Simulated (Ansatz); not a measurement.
# H6OSSi2 (built from SMILES O[SiH]([SiH3])S): molecular dynamics

The task is to watch the atoms for 80 steps of 0.25 fs, started with velocities for 1500 K and run with a Langevin thermostat, and see to which side of the barrier the system falls.

Computed with Ansatz 0.2.0, Gaussian basis. Level: PBE0-D4/def2-SVP.

## (1) Where the work starts

The start, a first-order saddle point found at PBE0-D4 in triple zeta: 10 atoms, charge 0, spin multiplicity 1.

Atoms are counted from 1 here; the program's logs count them from 0.

Bond lengths: Si1–O2 1.827 Å, Si1–S3 2.039 Å, Si1–H5 1.493 Å, Si1–Si6 2.340 Å, O2–H4 1.163 Å, O2–H7 0.966 Å, Si6–H8 1.489 Å, Si6–H9 1.485 Å, Si6–H10 1.487 Å. Angles: O2–Si1–S3 89.0°, O2–Si1–H5 102.2°, O2–Si1–Si6 107.1°, S3–Si1–H5 120.3°, S3–Si1–Si6 120.6°, H5–Si1–Si6 111.5°, Si1–O2–H4 77.8°, Si1–O2–H7 116.5°, H4–O2–H7 113.0°, Si1–Si6–H8 111.0°, Si1–Si6–H9 109.3°, Si1–Si6–H10 108.5°, H8–Si6–H9 109.6°, H8–Si6–H10 108.7°, H9–Si6–H10 109.7°.

Coordinates:

```tsv
atom	x (Å)	y (Å)	z (Å)
Si1	-0.3207	-0.0682	-0.7089
O2	1.3145	0.7064	-0.9641
S3	0.3109	-1.6736	-1.7964
H4	1.4096	-0.2781	-1.5768
H5	-1.2438	0.9364	-1.3147
Si6	-0.6428	-0.2462	1.6017
H7	1.3348	1.4990	-1.5168
H8	-0.7634	1.0995	2.2281
H9	0.5022	-0.9751	2.2032
H10	-1.9013	-1.0001	1.8448
```

## (2) The run

md/in.yaml reads:

```yaml
crystal:
  periodic: [false, false, false]
  atoms:
    - {symbol: Si, position_ang: [-0.320687, -0.068242, -0.708877]}
    - {symbol: O, position_ang: [1.314542, 0.706403, -0.964136]}
    - {symbol: S, position_ang: [0.310940, -1.673564, -1.796447]}
    - {symbol: H, position_ang: [1.409595, -0.278082, -1.576807]}
    - {symbol: H, position_ang: [-1.243798, 0.936432, -1.314724]}
    - {symbol: Si, position_ang: [-0.642848, -0.246246, 1.601687]}
    - {symbol: H, position_ang: [1.334818, 1.499044, -1.516783]}
    - {symbol: H, position_ang: [-0.763370, 1.099507, 2.228082]}
    - {symbol: H, position_ang: [0.502178, -0.975123, 2.203247]}
    - {symbol: H, position_ang: [-1.901269, -1.000127, 1.844758]}
basis:
  gaussian: {orbitals: def2-SVP}
hamiltonian: {xc: pbe0, dispersion: d4}
md: {n_steps: 80, timestep: 0.25, temperature: 1500, ensemble: nvt_langevin, seed: 874, friction: 0.002, initial_velocities: maxwell_boltzmann}
```

Run with:

```sh
ansatz run in.yaml --threads 4 --pin off --events-out ev --progress --plain --max-ram 9574MiB
```

The program printed:

```text
Functional definition: PBE0
  name "PBE0"
  cite "Adamo & Barone, J. Chem. Phys. 110, 6158 (1999) doi:10.1063/1.478522"
  cite "Perdew, Burke & Ernzerhof, Phys. Rev. Lett. 77, 3865 (1996) doi:10.1103/PhysRevLett.77.3865"
  parent pbe
  parameter a = 0.25
  parameter kappa = 0.804
  parameter beta = 0.06672455060314922
  exchange = (1 - a)*pbe_x(kappa = kappa, mu = beta*pi^2/3) + a*exact_x
  correlation = pbe_c(beta = beta)
991 factors; integrals over basis functions are off by at most 3.1e-4 eV
mean field evaluation 1: about -28710.3562 eV, gradient 3.7e1 eV
mean field evaluation 2: about -28707.9612 eV, gradient 5.2e1 eV
mean field evaluation 4: about -28712.9969 eV, gradient 1.9e0 eV
mean field evaluation 8: about -28713.0066 eV, gradient 1.8e-2 eV
mean field -28713.00664533 eV, -1055.1835318408 hartree, gradient 3.8e-5 eV, S^2 0.000000; 0 other end points of the search recorded, 0 dependent functions left out
the calculation of the forces begins
reference -28713.00667125 eV, -1055.1835327935 hartree; 29, 29 occupied and 69, 69 virtual orbitals, 991 factors
md step     0: t =     0.00 fs  T =  1350.0 K  F+E_penalty+E_count = -28713.21526647 eV  E_kin = 1.745010 eV  (23 SCF iters)
these checks for a lower state are left out or cut short: starts, cluster_reference, orbital_swaps, neighbouring_geometries, increment
991 factors; integrals over basis functions are off by at most 3.1e-4 eV
mean field evaluation 16: about -28712.9996 eV, gradient 3.7e-3 eV
mean field -28712.99748158 eV, -1055.1831950794 hartree, gradient 2.6e-5 eV, S^2 0.000000; 0 other end points of the search recorded, 0 dependent functions left out
the calculation of the forces begins
reference -28712.99750751 eV, -1055.1831960323 hartree; 29, 29 occupied and 69, 69 virtual orbitals, 991 factors
md step     1: t =     0.25 fs  T =  1386.5 K  F+E_penalty+E_count = -28713.20596123 eV  E_kin = 1.792130 eV  (24 SCF iters)
these checks for a lower state are left out or cut short: starts, cluster_reference, orbital_swaps, neighbouring_geometries, increment
991 factors; integrals over basis functions are off by at most 3.1e-4 eV
mean field -28712.97150849 eV, -1055.1822405859 hartree, gradient 3.6e-5 eV, S^2 0.000000; 0 other end points of the search recorded, 0 dependent functions left out
the calculation of the forces begins
reference -28712.97153443 eV, -1055.1822415391 hartree; 29, 29 occupied and 69, 69 virtual orbitals, 991 factors
md step     2: t =     0.50 fs  T =  1346.1 K  F+E_penalty+E_count = -28713.17986227 eV  E_kin = 1.740031 eV  (24 SCF iters)
[... from here on, the SCF cycles and remarks between the steps are left out ...]
md step     3: t =     0.75 fs  T =  1317.6 K  F+E_penalty+E_count = -28713.13820730 eV  E_kin = 1.703176 eV  (24 SCF iters)
md step     4: t =     1.00 fs  T =  1302.5 K  F+E_penalty+E_count = -28713.08255763 eV  E_kin = 1.683556 eV  (25 SCF iters)
md step     5: t =     1.25 fs  T =  1250.0 K  F+E_penalty+E_count = -28713.01613058 eV  E_kin = 1.615734 eV  (25 SCF iters)
md step     6: t =     1.50 fs  T =  1215.6 K  F+E_penalty+E_count = -28712.94249027 eV  E_kin = 1.571284 eV  (24 SCF iters)
md step     7: t =     1.75 fs  T =  1163.4 K  F+E_penalty+E_count = -28712.86588015 eV  E_kin = 1.503755 eV  (24 SCF iters)
md step     8: t =     2.00 fs  T =  1113.9 K  F+E_penalty+E_count = -28712.79074295 eV  E_kin = 1.439888 eV  (24 SCF iters)
md step     9: t =     2.25 fs  T =  1048.7 K  F+E_penalty+E_count = -28712.71891962 eV  E_kin = 1.355509 eV  (24 SCF iters)
md step    10: t =     2.50 fs  T =   998.5 K  F+E_penalty+E_count = -28712.65302570 eV  E_kin = 1.290628 eV  (24 SCF iters)
md step    11: t =     2.75 fs  T =   952.1 K  F+E_penalty+E_count = -28712.59520069 eV  E_kin = 1.230684 eV  (24 SCF iters)
md step    12: t =     3.00 fs  T =   908.6 K  F+E_penalty+E_count = -28712.54800235 eV  E_kin = 1.174461 eV  (24 SCF iters)
md step    13: t =     3.25 fs  T =   874.6 K  F+E_penalty+E_count = -28712.51488794 eV  E_kin = 1.130484 eV  (24 SCF iters)
md step    14: t =     3.50 fs  T =   842.4 K  F+E_penalty+E_count = -28712.49683916 eV  E_kin = 1.088910 eV  (23 SCF iters)
md step    15: t =     3.75 fs  T =   837.8 K  F+E_penalty+E_count = -28712.49157688 eV  E_kin = 1.082895 eV  (23 SCF iters)
md step    16: t =     4.00 fs  T =   848.4 K  F+E_penalty+E_count = -28712.49618425 eV  E_kin = 1.096602 eV  (23 SCF iters)
md step    17: t =     4.25 fs  T =   857.6 K  F+E_penalty+E_count = -28712.50894610 eV  E_kin = 1.108474 eV  (23 SCF iters)
md step    18: t =     4.50 fs  T =   860.4 K  F+E_penalty+E_count = -28712.52779917 eV  E_kin = 1.112148 eV  (23 SCF iters)
md step    19: t =     4.75 fs  T =   897.6 K  F+E_penalty+E_count = -28712.55124484 eV  E_kin = 1.160279 eV  (24 SCF iters)
md step    20: t =     5.00 fs  T =   914.9 K  F+E_penalty+E_count = -28712.57796530 eV  E_kin = 1.182566 eV  (23 SCF iters)
md step    21: t =     5.25 fs  T =   925.3 K  F+E_penalty+E_count = -28712.60616738 eV  E_kin = 1.195998 eV  (23 SCF iters)
md step    22: t =     5.50 fs  T =   926.0 K  F+E_penalty+E_count = -28712.63434712 eV  E_kin = 1.196956 eV  (23 SCF iters)
md step    23: t =     5.75 fs  T =   937.9 K  F+E_penalty+E_count = -28712.66075039 eV  E_kin = 1.212351 eV  (23 SCF iters)
md step    24: t =     6.00 fs  T =   957.8 K  F+E_penalty+E_count = -28712.68589690 eV  E_kin = 1.238114 eV  (23 SCF iters)
md step    25: t =     6.25 fs  T =   984.4 K  F+E_penalty+E_count = -28712.71127069 eV  E_kin = 1.272456 eV  (23 SCF iters)
md step    26: t =     6.50 fs  T =  1028.0 K  F+E_penalty+E_count = -28712.73660216 eV  E_kin = 1.328731 eV  (23 SCF iters)
md step    27: t =     6.75 fs  T =  1082.3 K  F+E_penalty+E_count = -28712.76348335 eV  E_kin = 1.398955 eV  (23 SCF iters)
md step    28: t =     7.00 fs  T =  1112.4 K  F+E_penalty+E_count = -28712.79317015 eV  E_kin = 1.437918 eV  (23 SCF iters)
md step    29: t =     7.25 fs  T =  1168.2 K  F+E_penalty+E_count = -28712.82523550 eV  E_kin = 1.510055 eV  (23 SCF iters)
md step    30: t =     7.50 fs  T =  1209.2 K  F+E_penalty+E_count = -28712.85941773 eV  E_kin = 1.562998 eV  (23 SCF iters)
md step    31: t =     7.75 fs  T =  1231.1 K  F+E_penalty+E_count = -28712.89576076 eV  E_kin = 1.591262 eV  (23 SCF iters)
md step    32: t =     8.00 fs  T =  1286.2 K  F+E_penalty+E_count = -28712.93414029 eV  E_kin = 1.662546 eV  (23 SCF iters)
md step    33: t =     8.25 fs  T =  1283.4 K  F+E_penalty+E_count = -28712.97210447 eV  E_kin = 1.658925 eV  (23 SCF iters, 3 dispersion substeps)
md step    34: t =     8.50 fs  T =  1304.4 K  F+E_penalty+E_count = -28713.00977619 eV  E_kin = 1.686014 eV  (23 SCF iters, 3 dispersion substeps)
md step    35: t =     8.75 fs  T =  1338.2 K  F+E_penalty+E_count = -28713.04702272 eV  E_kin = 1.729751 eV  (23 SCF iters, 3 dispersion substeps)
md step    36: t =     9.00 fs  T =  1371.2 K  F+E_penalty+E_count = -28713.08097611 eV  E_kin = 1.772430 eV  (23 SCF iters, 3 dispersion substeps)
md step    37: t =     9.25 fs  T =  1410.7 K  F+E_penalty+E_count = -28713.10914596 eV  E_kin = 1.823525 eV  (23 SCF iters, 3 dispersion substeps)
md step    38: t =     9.50 fs  T =  1416.3 K  F+E_penalty+E_count = -28713.13062444 eV  E_kin = 1.830715 eV  (23 SCF iters, 3 dispersion substeps)
md step    39: t =     9.75 fs  T =  1406.3 K  F+E_penalty+E_count = -28713.14630529 eV  E_kin = 1.817814 eV  (23 SCF iters, 3 dispersion substeps)
md step    40: t =    10.00 fs  T =  1412.8 K  F+E_penalty+E_count = -28713.15627646 eV  E_kin = 1.826154 eV  (24 SCF iters, 3 dispersion substeps)
md step    41: t =    10.25 fs  T =  1408.4 K  F+E_penalty+E_count = -28713.16004905 eV  E_kin = 1.820543 eV  (23 SCF iters, 3 dispersion substeps)
md step    42: t =    10.50 fs  T =  1417.3 K  F+E_penalty+E_count = -28713.15819461 eV  E_kin = 1.832028 eV  (23 SCF iters, 3 dispersion substeps)
md step    43: t =    10.75 fs  T =  1409.3 K  F+E_penalty+E_count = -28713.15058990 eV  E_kin = 1.821651 eV  (23 SCF iters, 3 dispersion substeps)
md step    44: t =    11.00 fs  T =  1398.2 K  F+E_penalty+E_count = -28713.14020088 eV  E_kin = 1.807251 eV  (23 SCF iters, 3 dispersion substeps)
md step    45: t =    11.25 fs  T =  1407.9 K  F+E_penalty+E_count = -28713.12978743 eV  E_kin = 1.819818 eV  (23 SCF iters, 3 dispersion substeps)
md step    46: t =    11.50 fs  T =  1414.8 K  F+E_penalty+E_count = -28713.11913210 eV  E_kin = 1.828778 eV  (23 SCF iters, 3 dispersion substeps)
md step    47: t =    11.75 fs  T =  1428.7 K  F+E_penalty+E_count = -28713.11146295 eV  E_kin = 1.846783 eV  (23 SCF iters, 3 dispersion substeps)
md step    48: t =    12.00 fs  T =  1432.2 K  F+E_penalty+E_count = -28713.10935495 eV  E_kin = 1.851306 eV  (23 SCF iters, 3 dispersion substeps)
md step    49: t =    12.25 fs  T =  1432.9 K  F+E_penalty+E_count = -28713.11500736 eV  E_kin = 1.852135 eV  (23 SCF iters, 3 dispersion substeps)
md step    50: t =    12.50 fs  T =  1454.6 K  F+E_penalty+E_count = -28713.12905674 eV  E_kin = 1.880235 eV  (24 SCF iters, 3 dispersion substeps)
md step    51: t =    12.75 fs  T =  1516.8 K  F+E_penalty+E_count = -28713.14971504 eV  E_kin = 1.960607 eV  (24 SCF iters, 3 dispersion substeps)
md step    52: t =    13.00 fs  T =  1533.2 K  F+E_penalty+E_count = -28713.17488199 eV  E_kin = 1.981826 eV  (24 SCF iters, 3 dispersion substeps)
md step    53: t =    13.25 fs  T =  1558.7 K  F+E_penalty+E_count = -28713.20336458 eV  E_kin = 2.014805 eV  (23 SCF iters, 3 dispersion substeps)
md step    54: t =    13.50 fs  T =  1589.2 K  F+E_penalty+E_count = -28713.23383120 eV  E_kin = 2.054149 eV  (23 SCF iters, 3 dispersion substeps)
md step    55: t =    13.75 fs  T =  1631.1 K  F+E_penalty+E_count = -28713.26236611 eV  E_kin = 2.108322 eV  (23 SCF iters, 3 dispersion substeps)
md step    56: t =    14.00 fs  T =  1651.5 K  F+E_penalty+E_count = -28713.28592968 eV  E_kin = 2.134751 eV  (23 SCF iters, 3 dispersion substeps)
md step    57: t =    14.25 fs  T =  1655.3 K  F+E_penalty+E_count = -28713.30361542 eV  E_kin = 2.139585 eV  (23 SCF iters, 3 dispersion substeps)
md step    58: t =    14.50 fs  T =  1643.8 K  F+E_penalty+E_count = -28713.31511489 eV  E_kin = 2.124805 eV  (23 SCF iters, 3 dispersion substeps)
md step    59: t =    14.75 fs  T =  1670.6 K  F+E_penalty+E_count = -28713.32151304 eV  E_kin = 2.159394 eV  (23 SCF iters, 3 dispersion substeps)
md step    60: t =    15.00 fs  T =  1658.5 K  F+E_penalty+E_count = -28713.32454440 eV  E_kin = 2.143761 eV  (23 SCF iters, 3 dispersion substeps)
md step    61: t =    15.25 fs  T =  1641.0 K  F+E_penalty+E_count = -28713.32498108 eV  E_kin = 2.121128 eV  (26 SCF iters, 3 dispersion substeps)
md step    62: t =    15.50 fs  T =  1668.4 K  F+E_penalty+E_count = -28713.32287125 eV  E_kin = 2.156595 eV  (23 SCF iters, 3 dispersion substeps)
md step    63: t =    15.75 fs  T =  1660.3 K  F+E_penalty+E_count = -28713.31734542 eV  E_kin = 2.146130 eV  (23 SCF iters, 3 dispersion substeps)
md step    64: t =    16.00 fs  T =  1629.8 K  F+E_penalty+E_count = -28713.30878285 eV  E_kin = 2.106637 eV  (23 SCF iters, 3 dispersion substeps)
md step    65: t =    16.25 fs  T =  1620.8 K  F+E_penalty+E_count = -28713.29830224 eV  E_kin = 2.095059 eV  (23 SCF iters, 3 dispersion substeps)
md step    66: t =    16.50 fs  T =  1638.8 K  F+E_penalty+E_count = -28713.28577906 eV  E_kin = 2.118282 eV  (23 SCF iters, 3 dispersion substeps)
md step    67: t =    16.75 fs  T =  1613.7 K  F+E_penalty+E_count = -28713.26981779 eV  E_kin = 2.085811 eV  (23 SCF iters, 3 dispersion substeps)
md step    68: t =    17.00 fs  T =  1621.4 K  F+E_penalty+E_count = -28713.24988711 eV  E_kin = 2.095829 eV  (23 SCF iters, 3 dispersion substeps)
md step    69: t =    17.25 fs  T =  1581.2 K  F+E_penalty+E_count = -28713.22872917 eV  E_kin = 2.043918 eV  (23 SCF iters, 3 dispersion substeps)
md step    70: t =    17.50 fs  T =  1583.9 K  F+E_penalty+E_count = -28713.20791645 eV  E_kin = 2.047348 eV  (23 SCF iters, 3 dispersion substeps)
md step    71: t =    17.75 fs  T =  1545.7 K  F+E_penalty+E_count = -28713.18898681 eV  E_kin = 1.997918 eV  (23 SCF iters, 3 dispersion substeps)
md step    72: t =    18.00 fs  T =  1519.8 K  F+E_penalty+E_count = -28713.17414313 eV  E_kin = 1.964491 eV  (24 SCF iters, 3 dispersion substeps)
md step    73: t =    18.25 fs  T =  1510.1 K  F+E_penalty+E_count = -28713.16319853 eV  E_kin = 1.951906 eV  (24 SCF iters, 3 dispersion substeps)
md step    74: t =    18.50 fs  T =  1460.5 K  F+E_penalty+E_count = -28713.15637058 eV  E_kin = 1.887822 eV  (24 SCF iters, 3 dispersion substeps)
md step    75: t =    18.75 fs  T =  1448.3 K  F+E_penalty+E_count = -28713.15286907 eV  E_kin = 1.872135 eV  (24 SCF iters, 3 dispersion substeps)
md step    76: t =    19.00 fs  T =  1460.6 K  F+E_penalty+E_count = -28713.15013997 eV  E_kin = 1.887938 eV  (24 SCF iters, 3 dispersion substeps)
md step    77: t =    19.25 fs  T =  1456.1 K  F+E_penalty+E_count = -28713.14738260 eV  E_kin = 1.882096 eV  (23 SCF iters, 3 dispersion substeps)
md step    78: t =    19.50 fs  T =  1446.3 K  F+E_penalty+E_count = -28713.14414037 eV  E_kin = 1.869492 eV  (24 SCF iters, 3 dispersion substeps)
md step    79: t =    19.75 fs  T =  1431.4 K  F+E_penalty+E_count = -28713.13741150 eV  E_kin = 1.850187 eV  (24 SCF iters, 3 dispersion substeps)
these checks for a lower state are left out or cut short: starts, cluster_reference, orbital_swaps, neighbouring_geometries, increment
991 factors; integrals over basis functions are off by at most 9.1e-4 eV
mean field -28712.91795747 eV, -1055.1802726223 hartree, gradient 2.5e-5 eV, S^2 0.000000; 0 other end points of the search recorded, 0 dependent functions left out
the calculation of the forces begins
reference -28712.91798618 eV, -1055.1802736773 hartree; 29, 29 occupied and 69, 69 virtual orbitals, 991 factors
991 factors; integrals over basis functions are off by at most 9.1e-4 eV
mean field evaluation 480: about -28712.9180 eV, gradient 1.2e-5 eV
mean field -28712.91795747 eV, -1055.1802726223 hartree, gradient 2.5e-5 eV, S^2 0.000000; 1 other end points of the search recorded, 0 dependent functions left out
the calculation of the forces begins
reference -28712.91798618 eV, -1055.1802736773 hartree; 29, 29 occupied and 69, 69 virtual orbitals, 991 factors
md step    80: t =    20.00 fs  T =  1418.5 K  F+E_penalty+E_count = -28713.12569949 eV  E_kin = 1.833594 eV  (26 SCF iters, 3 dispersion substeps)
Total energy: -28713.12572819 eV, -1055.1879080554 hartree
Atom 0 at    -0.164598     0.053264    -0.652264 Å, force    -1.877518    -1.141769    -1.824986 eV/Å
Atom 1 at     1.364644     0.498706    -0.879043 Å, force     2.366513     4.761146     0.651705 eV/Å
Atom 2 at     0.262808    -1.719954    -1.923565 Å, force    -2.858711    -1.130793     0.415999 eV/Å
Atom 3 at     1.508777    -1.782211    -2.357457 Å, force     0.950073     0.939055     0.296918 eV/Å
Atom 4 at    -1.252228     1.057235    -1.356653 Å, force     1.135477    -1.094393     0.734986 eV/Å
Atom 5 at    -0.717244    -0.138598     1.632435 Å, force    -2.126342     1.298788    -0.136393 eV/Å
Atom 6 at     1.476770     1.511576    -0.796234 Å, force     0.142216    -2.342161    -0.136453 eV/Å
Atom 7 at    -0.990105     1.440486     1.940548 Å, force     0.432806    -1.674730    -0.092742 eV/Å
Atom 8 at     0.385809    -0.721751     2.338875 Å, force     1.012732    -0.225039     0.663742 eV/Å
Atom 9 at    -1.989674    -0.928254     2.094507 Å, force     0.822755     0.609896    -0.572776 eV/Å
Dipole moment:     0.136051     0.517635     0.269965 e Å
```

Wall time 53 s (4 threads of Intel Xeon 6975P-C, shared host).

## (3) Frames and traces

One row in 5 steps:

```tsv
time (fs)	T (K)	potential (meV)	potential + kinetic (meV)	O2–H4 (Å)	Si1–O2 (Å)	S3–H4 (Å)
0.00	1350	0.0	0.0	1.163	1.827	1.790
1.25	1250	199.1	69.9	1.166	1.800	1.702
2.50	998	562.2	107.9	1.186	1.775	1.615
3.75	838	723.7	61.6	1.230	1.753	1.529
5.00	915	637.3	74.9	1.299	1.733	1.441
6.25	984	504.0	31.4	1.394	1.715	1.356
7.50	1209	355.8	173.8	1.503	1.698	1.294
8.75	1338	168.2	153.0	1.613	1.681	1.278
10.00	1413	59.0	140.1	1.725	1.666	1.320
11.25	1408	85.5	160.3	1.844	1.653	1.400
12.50	1455	86.2	221.4	1.980	1.642	1.482
13.75	1631	-47.1	316.2	2.127	1.634	1.536
15.00	1658	-109.3	289.5	2.273	1.626	1.555
16.25	1621	-83.0	267.0	2.406	1.619	1.539
17.50	1584	7.3	309.7	2.526	1.614	1.490
18.75	1448	62.4	189.5	2.631	1.609	1.411
20.00	1419	89.6	178.2	2.722	1.609	1.321
```

Energies count from the start.

Positions (Å) and forces (eV/Å) at 8.00 fs:

```xyz
10

Si   -0.253   -0.044   -0.707   -0.707    1.987    0.883
O     1.295    0.589   -0.954    0.998   -0.099    1.794
S     0.297   -1.664   -1.829   -2.719   -3.807   -1.066
H     1.221   -0.801   -1.631    3.001    0.708   -0.660
H    -0.983    1.134   -1.296   -0.701   -0.452   -0.022
Si   -0.692   -0.217    1.617    1.316    0.946    1.035
H     1.401    1.429   -1.341    0.108    1.775   -0.591
H    -0.778    1.207    2.243   -0.184   -0.657   -0.643
H     0.668   -0.643    2.367   -1.492   -0.179   -0.787
H    -1.998   -0.886    1.948    0.379   -0.222    0.059
```

Positions (Å) and forces (eV/Å) at 20.00 fs:

```xyz
10

Si   -0.165    0.053   -0.652   -1.878   -1.142   -1.825
O     1.365    0.499   -0.879    2.367    4.761    0.652
S     0.263   -1.720   -1.924   -2.859   -1.131    0.416
H     1.509   -1.782   -2.357    0.950    0.939    0.297
H    -1.252    1.057   -1.357    1.135   -1.094    0.735
Si   -0.717   -0.139    1.632   -2.126    1.299   -0.136
H     1.477    1.512   -0.796    0.142   -2.342   -0.136
H    -0.990    1.440    1.941    0.433   -1.675   -0.093
H     0.386   -0.722    2.339    1.013   -0.225    0.664
H    -1.990   -0.928    2.095    0.823    0.610   -0.573
```

## (4) Summary of results

| quantity | value |
| --- | --- |
| length | 80 steps, 20.0 fs |
| temperature at the start | 1350 K |
| mean temperature, second half | 1529 K |
| lowest and highest potential energy, from the first frame | -110 and 724 meV |
| largest change of potential + kinetic | 319.1 meV |
| bonds lost by distance | O2–H4 |

By the last frame it has moved back towards the start side of the step. The thermostat trades energy with the molecule, so the sum of potential and kinetic energy isn't conserved: it changes by +178 meV over the run. The temperature runs between 838 and 1671 K. Under Langevin the temperature counts 3N degrees of freedom, more than the drawn velocities fill, so it starts at 1350 K, not 1500 K.
